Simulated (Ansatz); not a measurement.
# CH2AlLiO (SMILES [Li][Al]1[CH2][O]1): one structure at several levels

One table from this session's results is given with a row withheld; the runs are named, their logs left out.

Program: Ansatz 0.2.0, Gaussian basis. Level of theory: single points in def2-TZVPP. These are calculated values, not measurements.

Cores are frozen in the correlated methods. The outer core shell of Li, Na, Mg and K is correlated.

## The system as given

SMILES `[Li][Al]1[CH2][O]1`, 6 atoms, charge 0, spin multiplicity 1.

Atoms are counted from 1 here; the program's logs count them from 0.

Bond lengths: Li1–Al2 2.439 Å, Al2–C3 1.938 Å, Al2–O4 1.686 Å, C3–O4 1.587 Å, C3–H5 1.118 Å, C3–H6 1.138 Å. Angles: Li1–Al2–C3 167.1°, Li1–Al2–O4 141.5°, C3–Al2–O4 51.4°, Al2–C3–O4 56.1°, Al2–C3–H5 119.2°, Al2–C3–H6 123.0°, O4–C3–H5 98.5°, O4–C3–H6 104.3°, H5–C3–H6 116.3°, Al2–O4–C3 72.5°.

Coordinates:

```
Li   -2.59060   -2.18830   -0.45910
Al   -0.76840   -0.59810   -0.14020
C     0.88770    0.31780    0.27550
O    -0.39700    1.03670   -0.31840
H     1.60390    0.54990   -0.55090
H     1.07250    0.84640    1.26630
```

The first run:

Input file run/in.yaml:

```yaml
crystal:
  periodic: [false, false, false]
  atoms:
    - {symbol: Li, position_ang: [-2.590600, -2.188300, -0.459100]}
    - {symbol: Al, position_ang: [-0.768400, -0.598100, -0.140200]}
    - {symbol: C, position_ang: [0.887700, 0.317800, 0.275500]}
    - {symbol: O, position_ang: [-0.397000, 1.036700, -0.318400]}
    - {symbol: H, position_ang: [1.603900, 0.549900, -0.550900]}
    - {symbol: H, position_ang: [1.072500, 0.846400, 1.266300]}
basis:
  gaussian: {orbitals: def2-TZVPP}
correlation: {method: ccsd_t}
output: {forces: true}
```

No record of the launch command was kept for these runs.

Among the steps run: CCSD(T)/def2-TZVPP; PBE0-D4/def2-TZVPP; wB97M-V/def2-TZVPP; r2SCAN-D4/def2-TZVPP; PBE-D4/def2-TZVPP; BLYP-D4/def2-TZVPP; B97M-V/def2-TZVPP.

One table of the session follows, with a row left open; its other results are not shown here.

```
   method  RMS force component (eV/Å)  angle to CCSD(T) forces (°)  dipole (D)
  CCSD(T)                       0.727                    reference        9.35
  PBE0-D4                       0.776                         15.3        9.11
  wB97M-V                       0.753                         11.9        9.35
r2SCAN-D4                           ?                            ?           ?
   PBE-D4                       0.712                         12.4        8.58
  BLYP-D4                       0.708                         16.9        8.61
   B97M-V                       0.747                         13.0        9.00
```

**Question.** Estimate the row for r2SCAN-D4.

The run gave: RMS force component (eV/Å): 0.723; angle to CCSD(T) forces (°): 6.0; dipole (D): 9.01. In the column «RMS force component (eV/Å)» it lies between PBE-D4 (0.712) and CCSD(T) (0.727).
